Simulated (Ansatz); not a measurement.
# Cl₂Ga₂H₄O₂: basis-set convergence

An exercise on one series of results from a longer session: the logs are not shown, and one member is left open.

Method: one geometry, several basis sets; program: Ansatz 0.2.0, Gaussian basis.

Plan: PBE0-D4/def2-SVP; ωB97M-V/def2-SVP; PBE0-D4/def2-QZVPP; ωB97M-V/def2-QZVPP; the functionals' def2-TZVPP values are taken from earlier runs.

### Structure used throughout

An earlier PBE0-D4 in a triple-zeta def2 set relaxation fixed the geometry.

SMILES `[Cl][Ga@H-]1[OH+][Ga@H-]([Cl])[OH+]1`, 10 atoms, charge 0, spin multiplicity 1.

Atoms are counted from 1 here; the program's logs count them from 0.

Bond lengths: Cl1–Ga2 2.155 Å, Ga2–O3 1.942 Å, Ga2–O6 1.942 Å, Ga2–H7 1.547 Å, O3–Ga4 1.942 Å, O3–H8 0.961 Å, Ga4–Cl5 2.155 Å, Ga4–O6 1.942 Å, Ga4–H9 1.547 Å, O6–H10 0.961 Å. Angles: Cl1–Ga2–O3 108.6°, Cl1–Ga2–O6 104.0°, Cl1–Ga2–H7 123.5°, O3–Ga2–O6 81.8°, O3–Ga2–H7 113.8°, O6–Ga2–H7 117.2°, Ga2–O3–Ga4 98.2°, Ga2–O3–H8 117.7°, Ga4–O3–H8 115.6°, O3–Ga4–Cl5 104.0°, O3–Ga4–O6 81.8°, O3–Ga4–H9 117.2°, Cl5–Ga4–O6 108.6°, Cl5–Ga4–H9 123.5°, O6–Ga4–H9 113.8°, Ga2–O6–Ga4 98.2°, Ga2–O6–H10 115.6°, Ga4–O6–H10 117.7°.

Set-up of the first run:

in.yaml reads:

```yaml
crystal:
  periodic: [false, false, false]
  atoms:
    - {symbol: Cl, position_ang: [1.488093, 0.100437, 2.630269]}
    - {symbol: Ga, position_ang: [1.231020, -0.540481, 0.588890]}
    - {symbol: O, position_ang: [-0.622640, -1.058293, 0.330625]}
    - {symbol: Ga, position_ang: [-1.231028, 0.540396, -0.588384]}
    - {symbol: Cl, position_ang: [-1.490948, -0.099214, -2.629765]}
    - {symbol: O, position_ang: [0.623068, 1.057446, -0.331685]}
    - {symbol: H, position_ang: [2.241771, -1.444787, -0.154945]}
    - {symbol: H, position_ang: [-0.796457, -1.888449, -0.121090]}
    - {symbol: H, position_ang: [-2.240368, 1.444836, 0.157288]}
    - {symbol: H, position_ang: [0.797509, 1.888109, 0.118806]}
basis:
  gaussian: {orbitals: def2-SVP}
hamiltonian: {xc: pbe0, dispersion: d4}
output: {orbitals: {seedname: orbitals}}
```

The run is started by

```
ansatz run in.yaml --threads 4 --pin off --events-out ev --progress --plain --max-ram 11315MiB
```

Steps of the session up to this table: PBE0-D4 in def2-SVP; ωB97M-V in def2-SVP; PBE0-D4 in def2-QZVPP; ωB97M-V in def2-QZVPP.

One of the session's tables, all rows but one given; the rest of the session is left out.

It belongs to the step «Density functionals: the series». 

```
functional       basis  HOMO (eV)
   PBE0-D4    def2-SVP      -8.59
   PBE0-D4  def2-TZVPP      -8.73
   PBE0-D4  def2-QZVPP      -8.77
   ωB97M-V    def2-SVP     -10.78
   ωB97M-V  def2-TZVPP          ?
   ωB97M-V  def2-QZVPP     -11.03
```

Q: Estimate the row for ωB97M-V, def2-TZVPP from the others.

As computed: HOMO (eV): -10.99. In the column «HOMO (eV)» it lies between ωB97M-V, def2-QZVPP (-11.03) and ωB97M-V, def2-SVP (-10.78).
